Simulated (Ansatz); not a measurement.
Write a Python script for the Python package of Ansatz (0.2.0) that makes a comparison of enthalpies under pressure of two structures of Tc. Use (first run): PBEsol, PAW, cutoff 620 eV, 7×7×7 k-points, Fermi-Dirac smearing of 0.05 eV.

`transition.py`:
```python
import warnings

import ansatz
import numpy as np
import pandas as pd


def diamond(A, a):
    return ansatz.Crystal.diamond(A, a=a)


def fcc(A, a):
    return (
        ansatz.Lattice.fcc(a)
        .space_group(225)
        .atom(A, (0, 0, 0))
        .primitive()
    )


def run_phase(name, crystal, pressure=0.0):
    calc = (
        crystal.calculation()
        .functional("PBEsol")
        .accuracy("low")
        .mixing("broyden", beta=0.1)
        .scf(tolerance=1e-05)
        .basis(620)
        .kpoints(spacing=0.3)
        .occupations("fermi_dirac", width=0.05)
    )
    calc = calc.relax(force_tolerance=0.03, max_steps=40, cell=True, pressure=pressure)
    return calc.run(threads=1, backend="cpu")


def volume_per_atom(outcome):
    return abs(np.linalg.det(outcome.lattice.cell_ang)) / len(outcome.lattice.sites)


def main() -> None:
    warnings.simplefilter("ignore", ansatz.DeckWarning)

    phases = {}
    phases["diamond"] = diamond("Tc", 5.3)
    phases["fcc"] = fcc("Tc", 3.85)

    pressures = [0, 20, 40, 60]
    enthalpy, volume = {name: [] for name in phases}, {name: [] for name in phases}
    for p in pressures:
        for name, crystal in phases.items():
            o = run_phase(name, crystal, pressure=p)
            volume[name].append(volume_per_atom(o))
            enthalpy[name].append(o.report["energy_sigma0_ev"] / len(o.lattice.sites) + p * volume[name][-1] / 160.21766)
    gap = np.array(enthalpy["fcc"]) - np.array(enthalpy["diamond"])
    rows = [(p, va, vb, 1000 * d) for p, va, vb, d in zip(pressures, volume["diamond"], volume["fcc"], gap)]
    print(pd.DataFrame(rows, columns=["P (GPa)", "V diamond (A^3/atom)", "V fcc (A^3/atom)", "H(fcc) - H(diamond) (meV/atom)"]).round(4).to_string(index=False))
    crossings = [p0 - g0 * (p1 - p0) / (g1 - g0) for p0, p1, g0, g1 in zip(pressures, pressures[1:], gap, gap[1:]) if g0 * g1 < 0]
    print("crossing near", [round(float(p), 1) for p in crossings], "GPa") if crossings else print("no crossing in this range")


if __name__ == "__main__":
    main()
```

Output of `python transition.py`:
```text
 P (GPa)  V diamond (A^3/atom)  V fcc (A^3/atom)  H(fcc) - H(diamond) (meV/atom)
       0               20.5334           14.1025                      -1517.1845
      20               18.6313           13.3431                      -2240.9846
      40               17.3658           12.7480                      -2857.0963
      60               16.4111           12.2588                      -3404.6606
no crossing in this range
```

Notes:
- The settings weren't tested for convergence.
- At a fixed pressure a relaxation lowers the enthalpy F + PV, while F alone can rise.
- For the metals among these phases the mesh is modest: differences between phases can be off by up to 40 meV an atom.
- The program warned that this SCF threshold is loose for forces or stresses.
- Only these two structures are compared, at zero temperature and with their symmetry kept; either may be hypothetical, and another phase may be lower than both. Differences under about 40 meV an atom lie within the error of mesh and functional.
- The cells are prototypes set up for this calculation and needn't exist.
- The script silences the warnings on its input, which a real study should read.
- Hardware and time: 30 s on 1 thread of Arm Neoverse V2, with other jobs on the host, peak memory 0.44 GiB.

(Lines on the test bed's own set-up are left out of the output.)
